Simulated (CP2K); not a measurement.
Runs of CP2K 2026.2 on WAu. Symmetry: F-43m, No. 216, cubic system. The conventional cell has a = 5.818 Å, b = 5.818 Å, c = 5.818 Å, α = 90.00°, β = 90.00°, γ = 90.00°. W (site symmetry -43m) is surrounded by 4 Au at 2.52 Å. Au (site symmetry -43m) has 4 W at 2.52 Å as nearest neighbours. The cell was built by a generator and needn't be a form met in nature.

| level | cutoff of the non-local correlation (Ry) | gap on the mesh (eV) | pressure (GPa) |
| --- | --- | --- | --- |
| LDA | - | none | (b) |
| WC | - | none | -1.9 |
| vdW-DF-cx | 300 | none | (a) |
| PBEsol | - | none | -2.5 |
| HLE17 | - | none | -7.9 |
| PW91 | - | none | 1.7 |

Alike in all rows: task single point; potentials or basis POTENTIAL_UZH W GTH-PBE-q14, Au GTH-PBE-q11; TZVP-MOLOPT-PBE-GTH basis; no spin polarisation; cell as given; k mesh 8 × 8 × 8; smearing fermi-dirac 0.05 eV.

Task: Fill in the values left out.

Result: (a) -1.5; (b) -4.1.

Caveats: the potentials were made for another functional, which shifts forces and pressure; the basis of atomic orbitals isn't converged, which shifts pressures, moduli and gaps; the potentials were made for a functional far from this one (some runs).

A k mesh can miss the band edges, and the runs leave out spin-orbit coupling on Au, W.

A gap of «none» marks a metal or a gap under the smearing width.

Runs at the PBE level aren't shown here.
